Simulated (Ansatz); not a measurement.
# BF₃H₄OSi (built from SMILES FB(F)F.O[SiH3]): search for a transition state, part 2 of 2

Ansatz 0.2.0, Gaussian basis; PBE0-D4. The steps go on from the part before.

**7. Relaxing after a step of 0.30 Å one way along the mode**

The input, downa/in.yaml:

```yaml
crystal:
  periodic: [false, false, false]
  atoms:
    - {symbol: B, position_ang: [0.058602, -1.267725, 0.154965]}
    - {symbol: F, position_ang: [1.635749, -1.258785, -0.887189]}
    - {symbol: F, position_ang: [-0.552337, -2.351576, -0.306493]}
    - {symbol: F, position_ang: [0.544549, -1.309544, 1.401433]}
    - {symbol: H, position_ang: [1.266578, -0.606410, -1.036628]}
    - {symbol: O, position_ang: [-0.154690, -0.036502, -0.468144]}
    - {symbol: Si, position_ang: [-0.596798, 1.406930, 0.158856]}
    - {symbol: H, position_ang: [0.469055, 1.960857, 1.035422]}
    - {symbol: H, position_ang: [-0.841476, 2.324709, -0.978809]}
    - {symbol: H, position_ang: [-1.829032, 1.138047, 0.926588]}
basis:
  gaussian: {orbitals: def2-TZVP}
hamiltonian: {xc: pbe0, dispersion: d4}
relax: {f_tol: 0.005, max_steps: 200}
```

On the command line:

```sh
$ ansatz run in.yaml --threads 8 --pin off --events-out ev --progress --plain --max-ram 19148MiB
```

Log:

```text
Functional definition: PBE0
  name "PBE0"
  cite "Adamo & Barone, J. Chem. Phys. 110, 6158 (1999) doi:10.1063/1.478522"
  cite "Perdew, Burke & Ernzerhof, Phys. Rev. Lett. 77, 3865 (1996) doi:10.1103/PhysRevLett.77.3865"
  parent pbe
  parameter a = 0.25
  parameter kappa = 0.804
  parameter beta = 0.06672455060314922
  exchange = (1 - a)*pbe_x(kappa = kappa, mu = beta*pi^2/3) + a*exact_x
  correlation = pbe_c(beta = beta)
1232 factors; their error is unknown
mean field evaluation 1: about -18805.8414 eV, gradient 6.5e1 eV
mean field evaluation 2: about -18800.8003 eV, gradient 8.5e1 eV
mean field evaluation 4: about -18811.4265 eV, gradient 3.6e0 eV
mean field evaluation 8: about -18811.4393 eV, gradient 4.6e-2 eV
mean field evaluation 16: about -18811.5118 eV, gradient 3.3e-5 eV
mean field -18811.51182026 eV, -691.3103084940 hartree, gradient 3.3e-5 eV, S^2 0.000000; 0 other end points of the search recorded, 0 dependent functions left out
the calculation of the forces begins
reference -18811.51185335 eV, -691.3103097099 hartree; 29, 29 occupied and 187, 187 virtual orbitals, 1232 factors
relax step   1: F+E_penalty+E_count = -18811.66726351 eV  Δ(F+E_penalty+E_count) = +0.000e0 eV  max|allowed force component| = 1.596e1 eV/Å  Δτ_max = 0.0000 Å  (27 SCF iters, accepted)
these checks for a lower state are left out or cut short: starts, cluster_reference, orbital_swaps, neighbouring_geometries, increment
1232 factors; their error is unknown
mean field -18812.99305831 eV, -691.3647429881 hartree, gradient 1.9e-5 eV, S^2 0.000000; 0 other end points of the search recorded, 0 dependent functions left out
the calculation of the forces begins
reference -18812.99309176 eV, -691.3647442175 hartree; 29, 29 occupied and 187, 187 virtual orbitals, 1232 factors
relax step   2: F+E_penalty+E_count = -18813.14768716 eV  Δ(F+E_penalty+E_count) = -1.480e0 eV  max|allowed force component| = 7.200e-1 eV/Å  Δτ_max = 0.1523 Å  (29 SCF iters, accepted)
these checks for a lower state are left out or cut short: starts, cluster_reference, orbital_swaps, neighbouring_geometries, increment
1232 factors; their error is unknown
mean field evaluation 32: about -18812.9435 eV, gradient 2.1e-5 eV
mean field -18812.94354798 eV, -691.3629235170 hartree, gradient 2.1e-5 eV, S^2 0.000000; 0 other end points of the search recorded, 0 dependent functions left out
the calculation of the forces begins
reference -18812.94358163 eV, -691.3629247538 hartree; 29, 29 occupied and 187, 187 virtual orbitals, 1232 factors
relax step   3: F+E_penalty+E_count = -18813.09962426 eV  Δ(F+E_penalty+E_count) = +4.806e-2 eV  max|allowed force component| = 1.326e0 eV/Å  Δτ_max = 0.1528 Å  (35 SCF iters, rejected (line search))
[... from here on, the SCF cycles and remarks between the steps are left out ...]
relax step   4: F+E_penalty+E_count = -18813.24348598 eV  Δ(F+E_penalty+E_count) = -9.580e-2 eV  max|allowed force component| = 4.283e-1 eV/Å  Δτ_max = 0.0755 Å  (30 SCF iters, accepted)
relax step   5: F+E_penalty+E_count = -18813.32530100 eV  Δ(F+E_penalty+E_count) = -8.182e-2 eV  max|allowed force component| = 3.628e-1 eV/Å  Δτ_max = 0.0974 Å  (30 SCF iters, accepted)
relax step   6: F+E_penalty+E_count = -18813.37114935 eV  Δ(F+E_penalty+E_count) = -4.585e-2 eV  max|allowed force component| = 7.571e-1 eV/Å  Δτ_max = 0.1463 Å  (30 SCF iters, accepted)
relax step   7: F+E_penalty+E_count = -18813.41787542 eV  Δ(F+E_penalty+E_count) = -4.673e-2 eV  max|allowed force component| = 3.499e-1 eV/Å  Δτ_max = 0.1996 Å  (29 SCF iters, accepted)
relax step   8: F+E_penalty+E_count = -18813.43410179 eV  Δ(F+E_penalty+E_count) = -1.623e-2 eV  max|allowed force component| = 1.727e-1 eV/Å  Δτ_max = 0.1608 Å  (29 SCF iters, accepted)
relax step   9: F+E_penalty+E_count = -18813.44626489 eV  Δ(F+E_penalty+E_count) = -1.216e-2 eV  max|allowed force component| = 3.296e-1 eV/Å  Δτ_max = 0.1208 Å  (29 SCF iters, accepted)
relax step  10: F+E_penalty+E_count = -18813.44659613 eV  Δ(F+E_penalty+E_count) = -3.312e-4 eV  max|allowed force component| = 5.750e-1 eV/Å  Δτ_max = 0.0268 Å  (31 SCF iters, accepted)
relax step  11: F+E_penalty+E_count = -18813.44926111 eV  Δ(F+E_penalty+E_count) = -2.665e-3 eV  max|allowed force component| = 7.173e-1 eV/Å  Δτ_max = 0.0400 Å  (30 SCF iters, accepted)
relax step  12: F+E_penalty+E_count = -18813.45073626 eV  Δ(F+E_penalty+E_count) = -1.475e-3 eV  max|allowed force component| = 8.044e-1 eV/Å  Δτ_max = 0.0267 Å  (31 SCF iters, accepted)
relax step  13: F+E_penalty+E_count = -18813.45165497 eV  Δ(F+E_penalty+E_count) = -9.187e-4 eV  max|allowed force component| = 8.981e-1 eV/Å  Δτ_max = 0.0251 Å  (31 SCF iters, accepted)
relax step  14: F+E_penalty+E_count = -18813.45499075 eV  Δ(F+E_penalty+E_count) = -3.336e-3 eV  max|allowed force component| = 8.826e-1 eV/Å  Δτ_max = 0.0303 Å  (31 SCF iters, accepted)
relax step  15: F+E_penalty+E_count = -18813.45677953 eV  Δ(F+E_penalty+E_count) = -1.789e-3 eV  max|allowed force component| = 8.778e-1 eV/Å  Δτ_max = 0.0166 Å  (31 SCF iters, accepted)
relax step  16: F+E_penalty+E_count = -18813.45869368 eV  Δ(F+E_penalty+E_count) = -1.914e-3 eV  max|allowed force component| = 8.927e-1 eV/Å  Δτ_max = 0.0346 Å  (31 SCF iters, accepted)
relax step  17: F+E_penalty+E_count = -18813.46490488 eV  Δ(F+E_penalty+E_count) = -6.211e-3 eV  max|allowed force component| = 8.469e-1 eV/Å  Δτ_max = 0.0597 Å  (31 SCF iters, accepted)
relax step  18: F+E_penalty+E_count = -18813.48347217 eV  Δ(F+E_penalty+E_count) = -1.857e-2 eV  max|allowed force component| = 4.334e-1 eV/Å  Δτ_max = 0.1509 Å  (29 SCF iters, accepted)
relax step  19: F+E_penalty+E_count = -18813.50447813 eV  Δ(F+E_penalty+E_count) = -2.101e-2 eV  max|allowed force component| = 4.727e-1 eV/Å  Δτ_max = 0.1923 Å  (36 SCF iters, accepted)
relax step  20: F+E_penalty+E_count = -18813.46477366 eV  Δ(F+E_penalty+E_count) = +3.970e-2 eV  max|allowed force component| = 2.266e0 eV/Å  Δτ_max = 0.1937 Å  (37 SCF iters, rejected (line search))
relax step  21: F+E_penalty+E_count = -18813.51851028 eV  Δ(F+E_penalty+E_count) = -1.403e-2 eV  max|allowed force component| = 2.395e-1 eV/Å  Δτ_max = 0.0968 Å  (30 SCF iters, accepted)
relax step  22: F+E_penalty+E_count = -18813.52819211 eV  Δ(F+E_penalty+E_count) = -9.682e-3 eV  max|allowed force component| = 1.551e-1 eV/Å  Δτ_max = 0.0935 Å  (30 SCF iters, accepted)
relax step  23: F+E_penalty+E_count = -18813.53583916 eV  Δ(F+E_penalty+E_count) = -7.647e-3 eV  max|allowed force component| = 7.263e-1 eV/Å  Δτ_max = 0.1460 Å  (30 SCF iters, accepted)
relax step  24: F+E_penalty+E_count = -18813.55655944 eV  Δ(F+E_penalty+E_count) = -2.072e-2 eV  max|allowed force component| = 5.575e-2 eV/Å  Δτ_max = 0.2000 Å  (35 SCF iters, accepted)
relax step  25: F+E_penalty+E_count = -18813.55830734 eV  Δ(F+E_penalty+E_count) = -1.748e-3 eV  max|allowed force component| = 8.077e-2 eV/Å  Δτ_max = 0.0237 Å  (30 SCF iters, accepted)
relax step  26: F+E_penalty+E_count = -18813.54934850 eV  Δ(F+E_penalty+E_count) = +8.959e-3 eV  max|allowed force component| = 7.982e-1 eV/Å  Δτ_max = 0.1902 Å  (36 SCF iters, rejected (line search))
relax step  27: F+E_penalty+E_count = -18813.56369152 eV  Δ(F+E_penalty+E_count) = -5.384e-3 eV  max|allowed force component| = 2.478e-2 eV/Å  Δτ_max = 0.0951 Å  (30 SCF iters, accepted)
relax step  28: F+E_penalty+E_count = -18813.56441349 eV  Δ(F+E_penalty+E_count) = -7.220e-4 eV  max|allowed force component| = 3.031e-1 eV/Å  Δτ_max = 0.0975 Å  (30 SCF iters, accepted)
relax step  29: F+E_penalty+E_count = -18813.56778832 eV  Δ(F+E_penalty+E_count) = -3.375e-3 eV  max|allowed force component| = 5.522e-2 eV/Å  Δτ_max = 0.0569 Å  (29 SCF iters, accepted)
relax step  30: F+E_penalty+E_count = -18813.56860417 eV  Δ(F+E_penalty+E_count) = -8.158e-4 eV  max|allowed force component| = 1.904e-2 eV/Å  Δτ_max = 0.0432 Å  (30 SCF iters, accepted)
relax step  31: F+E_penalty+E_count = -18813.56915916 eV  Δ(F+E_penalty+E_count) = -5.550e-4 eV  max|allowed force component| = 7.663e-2 eV/Å  Δτ_max = 0.0925 Å  (30 SCF iters, accepted)
relax step  32: F+E_penalty+E_count = -18813.56900641 eV  Δ(F+E_penalty+E_count) = +1.527e-4 eV  max|allowed force component| = 9.023e-2 eV/Å  Δτ_max = 0.0439 Å  (30 SCF iters, rejected (line search))
relax step  33: F+E_penalty+E_count = -18813.56977034 eV  Δ(F+E_penalty+E_count) = -6.112e-4 eV  max|allowed force component| = 1.682e-2 eV/Å  Δτ_max = 0.0214 Å  (30 SCF iters, accepted)
relax step  34: F+E_penalty+E_count = -18813.57019334 eV  Δ(F+E_penalty+E_count) = -4.230e-4 eV  max|allowed force component| = 2.069e-2 eV/Å  Δτ_max = 0.0487 Å  (29 SCF iters, accepted)
relax step  35: F+E_penalty+E_count = -18813.57026608 eV  Δ(F+E_penalty+E_count) = -7.274e-5 eV  max|allowed force component| = 1.055e-1 eV/Å  Δτ_max = 0.0959 Å  (30 SCF iters, accepted)
relax step  36: F+E_penalty+E_count = -18813.57079802 eV  Δ(F+E_penalty+E_count) = -5.319e-4 eV  max|allowed force component| = 4.450e-2 eV/Å  Δτ_max = 0.0213 Å  (30 SCF iters, accepted)
relax step  37: F+E_penalty+E_count = -18813.57121216 eV  Δ(F+E_penalty+E_count) = -4.141e-4 eV  max|allowed force component| = 2.305e-2 eV/Å  Δτ_max = 0.0195 Å  (30 SCF iters, accepted)
relax step  38: F+E_penalty+E_count = -18813.57183278 eV  Δ(F+E_penalty+E_count) = -6.206e-4 eV  max|allowed force component| = 6.964e-2 eV/Å  Δτ_max = 0.0824 Å  (29 SCF iters, accepted)
relax step  39: F+E_penalty+E_count = -18813.57038048 eV  Δ(F+E_penalty+E_count) = +1.452e-3 eV  max|allowed force component| = 1.351e-1 eV/Å  Δτ_max = 0.1319 Å  (30 SCF iters, rejected (line search))
relax step  40: F+E_penalty+E_count = -18813.57237703 eV  Δ(F+E_penalty+E_count) = -5.442e-4 eV  max|allowed force component| = 5.062e-2 eV/Å  Δτ_max = 0.0577 Å  (29 SCF iters, accepted)
relax step  41: F+E_penalty+E_count = -18813.57255557 eV  Δ(F+E_penalty+E_count) = -1.785e-4 eV  max|allowed force component| = 4.940e-2 eV/Å  Δτ_max = 0.0283 Å  (30 SCF iters, accepted)
relax step  42: F+E_penalty+E_count = -18813.57272595 eV  Δ(F+E_penalty+E_count) = -1.704e-4 eV  max|allowed force component| = 4.582e-2 eV/Å  Δτ_max = 0.0328 Å  (30 SCF iters, accepted)
relax step  43: F+E_penalty+E_count = -18813.57288400 eV  Δ(F+E_penalty+E_count) = -1.581e-4 eV  max|allowed force component| = 2.599e-2 eV/Å  Δτ_max = 0.0365 Å  (29 SCF iters, accepted)
relax step  44: F+E_penalty+E_count = -18813.57298109 eV  Δ(F+E_penalty+E_count) = -9.708e-5 eV  max|allowed force component| = 2.006e-2 eV/Å  Δτ_max = 0.0155 Å  (30 SCF iters, accepted)
relax step  45: F+E_penalty+E_count = -18813.57304589 eV  Δ(F+E_penalty+E_count) = -6.481e-5 eV  max|allowed force component| = 1.884e-2 eV/Å  Δτ_max = 0.0091 Å  (30 SCF iters, accepted)
relax step  46: F+E_penalty+E_count = -18813.57314834 eV  Δ(F+E_penalty+E_count) = -1.024e-4 eV  max|allowed force component| = 1.964e-2 eV/Å  Δτ_max = 0.0309 Å  (30 SCF iters, accepted)
relax step  47: F+E_penalty+E_count = -18813.57317530 eV  Δ(F+E_penalty+E_count) = -2.696e-5 eV  max|allowed force component| = 1.576e-2 eV/Å  Δτ_max = 0.0189 Å  (30 SCF iters, accepted)
relax step  48: F+E_penalty+E_count = -18813.57319080 eV  Δ(F+E_penalty+E_count) = -1.550e-5 eV  max|allowed force component| = 8.012e-3 eV/Å  Δτ_max = 0.0109 Å  (31 SCF iters, accepted)
relax step  49: F+E_penalty+E_count = -18813.57320569 eV  Δ(F+E_penalty+E_count) = -1.488e-5 eV  max|allowed force component| = 1.036e-2 eV/Å  Δτ_max = 0.0125 Å  (31 SCF iters, accepted)
relax step  50: F+E_penalty+E_count = -18813.57319854 eV  Δ(F+E_penalty+E_count) = +7.144e-6 eV  max|allowed force component| = 1.660e-2 eV/Å  Δτ_max = 0.0075 Å  (31 SCF iters, rejected (line search))
relax step  51: F+E_penalty+E_count = -18813.57321382 eV  Δ(F+E_penalty+E_count) = -8.136e-6 eV  max|allowed force component| = 5.572e-3 eV/Å  Δτ_max = 0.0037 Å  (32 SCF iters, accepted)
these checks for a lower state are left out or cut short: starts, cluster_reference, orbital_swaps, neighbouring_geometries, increment
1232 factors; their error is unknown
mean field -18813.42336897 eV, -691.3805566132 hartree, gradient 1.4e-5 eV, S^2 0.000000; 0 other end points of the search recorded, 0 dependent functions left out
the calculation of the forces begins
reference -18813.42340189 eV, -691.3805578229 hartree; 29, 29 occupied and 187, 187 virtual orbitals, 1232 factors
relax step  52: F+E_penalty+E_count = -18813.57321714 eV  Δ(F+E_penalty+E_count) = -3.314e-6 eV  max|allowed force component| = 4.696e-3 eV/Å  Δτ_max = 0.0049 Å  (23 SCF iters, accepted)
1232 factors; their error is unknown
mean field evaluation 384: about -18813.3288 eV, gradient 4.0e0 eV
mean field -18813.42336897 eV, -691.3805566132 hartree, gradient 1.5e-5 eV, S^2 0.000000; 1 other end points of the search recorded, 0 dependent functions left out
the calculation of the forces begins
reference -18813.42340189 eV, -691.3805578229 hartree; 29, 29 occupied and 187, 187 virtual orbitals, 1232 factors
Total energy: -18813.57325005 eV, -691.3860646415 hartree
Atom 0 at    -0.246708    -1.385306     0.678906 Å, force     0.001703     0.001857    -0.004696 eV/Å
Atom 1 at     1.545386    -0.509019    -2.307524 Å, force    -0.000318     0.000166     0.000165 eV/Å
Atom 2 at     0.163260    -2.571040     0.288894 Å, force    -0.000244    -0.000734     0.001395 eV/Å
Atom 3 at    -0.967367    -1.291947     1.783763 Å, force    -0.001204    -0.000897     0.002928 eV/Å
Atom 4 at     1.046048    -0.536428    -1.521130 Å, force     0.000504    -0.000123    -0.000104 eV/Å
Atom 5 at     0.068796    -0.288933    -0.044707 Å, force    -0.000486    -0.001301     0.000003 eV/Å
Atom 6 at    -0.328046     1.324996     0.232526 Å, force     0.000096     0.000165     0.000297 eV/Å
Atom 7 at     0.242533     1.732982     1.535676 Å, force     0.000402     0.000256     0.000960 eV/Å
Atom 8 at     0.278735     2.071740    -0.886119 Å, force     0.000329     0.000475    -0.000701 eV/Å
Atom 9 at    -1.802437     1.452955     0.239717 Å, force    -0.000783     0.000136    -0.000246 eV/Å
Dipole moment:    -0.340669     0.403334     0.447083 e Å
```

It took 44 s on 8 threads of AMD EPYC 9R45, shared host; peak memory 0.63 GiB.

Relaxation path: (not every step is listed) (the energy doesn't fall at every step)

```tsv
step	energy from step 1 (eV)	largest force component (eV/Å)
1	0.0000	15.9632
2	-1.4804	0.7200
3	-1.4324	1.3261
4	-1.5762	0.4283
5	-1.6580	0.3628
6	-1.7039	0.7571
7	-1.7506	0.3499
8	-1.7668	0.1727
9	-1.7790	0.3296
12	-1.7835	0.8044
15	-1.7895	0.8778
18	-1.8162	0.4334
21	-1.8512	0.2395
24	-1.8893	0.0558
27	-1.8964	0.0248
30	-1.9013	0.0190
33	-1.9025	0.0168
36	-1.9035	0.0445
39	-1.9031	0.1351
42	-1.9055	0.0458
45	-1.9058	0.0188
47	-1.9059	0.0158
48	-1.9059	0.0080
49	-1.9059	0.0104
50	-1.9059	0.0166
51	-1.9060	0.0056
52	-1.9060	0.0047
```

Distances of close pairs at the start and the end, largest changes first:

```tsv
bond	before (Å)	after (Å)	change (Å)
F2–H5	0.764	0.932	+0.168
O6–Si7	1.635	1.685	+0.050
B1–O6	1.396	1.351	-0.045
B1–F4	1.338	1.322	-0.016
B1–F3	1.327	1.314	-0.013
Si7–H8	1.487	1.480	-0.007
Si7–H9	1.482	1.476	-0.007
Si7–H10	1.477	1.480	+0.003
```

**8. Relaxing after a step of 0.30 Å the other way along the mode**

The input, downb/in.yaml:

```yaml
crystal:
  periodic: [false, false, false]
  atoms:
    - {symbol: B, position_ang: [0.364209, -1.436376, 0.051508]}
    - {symbol: F, position_ang: [1.531240, -1.474801, -0.666740]}
    - {symbol: F, position_ang: [-0.568488, -2.353012, -0.309794]}
    - {symbol: F, position_ang: [0.521139, -1.287729, 1.397567]}
    - {symbol: H, position_ang: [0.825286, -0.207176, -0.959982]}
    - {symbol: O, position_ang: [0.033108, -0.029046, -0.596754]}
    - {symbol: Si, position_ang: [-0.561363, 1.409724, 0.141883]}
    - {symbol: H, position_ang: [0.487265, 1.950616, 1.026908]}
    - {symbol: H, position_ang: [-0.835595, 2.322929, -0.984927]}
    - {symbol: H, position_ang: [-1.796601, 1.104871, 0.900330]}
basis:
  gaussian: {orbitals: def2-TZVP}
hamiltonian: {xc: pbe0, dispersion: d4}
relax: {f_tol: 0.005, max_steps: 200}
```

On the command line:

```sh
$ ansatz run in.yaml --threads 8 --pin off --events-out ev --progress --plain --max-ram 19148MiB
```

Log, shortened:

```text
[... 5 set-up lines as earlier in the session ...]
[...]
1232 factors; their error is unknown
[...]
mean field -18812.72611809 eV, -691.3549331161 hartree, gradient 6.4e-5 eV, S^2 0.000000; 0 other end points of the search recorded, 0 dependent functions left out
[...]
reference -18812.72615386 eV, -691.3549344307 hartree; 29, 29 occupied and 187, 187 virtual orbitals, 1232 factors
relax step   1: F+E_penalty+E_count = -18812.88107203 eV  Δ(F+E_penalty+E_count) = +0.000e0 eV  max|allowed force component| = 6.507e0 eV/Å  Δτ_max = 0.0000 Å  (25 SCF iters, accepted)
[...]
Atom 0 at     0.423390    -1.461972     0.112364 Å, force     0.000556     0.000252    -0.000602 eV/Å
Atom 1 at     1.730335    -1.570534    -0.221455 Å, force     0.001120     0.000183    -0.000401 eV/Å
Atom 2 at    -0.385953    -2.411081    -0.391593 Å, force    -0.001507    -0.000773    -0.000621 eV/Å
Atom 3 at     0.169434    -1.088470     1.398068 Å, force    -0.000578     0.000964     0.001089 eV/Å
Atom 4 at     0.380511     0.062185    -1.544653 Å, force    -0.000411     0.001166    -0.000900 eV/Å
Atom 5 at    -0.049675    -0.041790    -0.690839 Å, force     0.000741    -0.001410     0.001690 eV/Å
Atom 6 at    -0.479008     1.354024     0.193489 Å, force     0.000673     0.000410    -0.000081 eV/Å
Atom 7 at     0.630000     1.744837     1.084368 Å, force    -0.000262    -0.000353     0.000486 eV/Å
Atom 8 at    -0.697470     2.378581    -0.855030 Å, force    -0.000429    -0.000556    -0.000495 eV/Å
Atom 9 at    -1.721363     1.034220     0.915280 Å, force     0.000097     0.000116    -0.000164 eV/Å
Dipole moment:    -0.164011     0.937843    -0.397720 e Å
```

It took 20 s on 8 threads of AMD EPYC 9R45, shared host; peak memory 0.62 GiB.

The steps of the relaxation: (the energy doesn't fall at every step)

```tsv
step	energy from step 1 (eV)	largest force component (eV/Å)
1	0.0000	6.5066
2	-0.4968	1.2717
3	-0.6905	0.9251
4	-0.8265	1.3399
5	-0.4814	4.5980
6	-0.9083	0.3068
7	-0.9233	0.1603
8	-0.9268	0.0745
9	-0.9295	0.0935
10	-0.9306	0.0633
11	-0.9317	0.0686
12	-0.9326	0.0965
13	-0.9335	0.0729
14	-0.9345	0.0711
15	-0.9350	0.1136
16	-0.9355	0.0683
17	-0.9358	0.0341
18	-0.9359	0.0167
19	-0.9360	0.0099
20	-0.9360	0.0076
21	-0.9360	0.0219
22	-0.9361	0.0017
```

Close pairs (by a distance rule), those that changed most:

```tsv
bond	before (Å)	after (Å)	change (Å)
B1–O6	1.584	1.699	+0.114
H5–O6	0.890	0.962	+0.072
B1–F2	1.371	1.353	-0.018
O6–Si7	1.723	1.707	-0.016
B1–F3	1.357	1.345	-0.011
Si7–H10	1.481	1.472	-0.009
Si7–H9	1.476	1.482	+0.006
B1–F4	1.363	1.363	-0.001
```

**9. What the saddle joins**

```tsv
pair	start side (Å)	saddle (Å)	end side (Å)
B1–O6	1.699	1.490	1.351
F2–H5	2.498	1.122	0.932
B1–F2	1.353	1.630	3.591
H5–O6	0.962	1.258	1.788
```

**10. What came out**

This closing draws on all 2 parts.

```
                       quantity                                                      value
                 imaginary mode                                                 1004i cm⁻¹
    barrier from the start side                                              23.2 kcal/mol
      barrier from the end side                                              17.6 kcal/mol
             energy of the step                                              +5.6 kcal/mol
              pairs that change  B1–O6 tightened, F2–H5 formed, B1–F2 broken, H5–O6 broken
zero-point energy at the saddle                                                   1.350 eV
```

The point has a single imaginary mode (1004i cm⁻¹), as a transition state must. The two relaxations end on the structures that were planned. At PBE0-D4/def2-TZVP the electronic barrier is 23.2 kcal/mol, about 39 kT at 298 K, and the step runs 5.6 kcal/mol uphill. With so stiff a mode tunnelling counts: Wigner's rough correction is a factor of 2.0 at 298 K. A step off the saddle overshot and began above it in energy, so the link to its end is likely but not proven. The ends are the nearest minima, not always the lowest complexes.
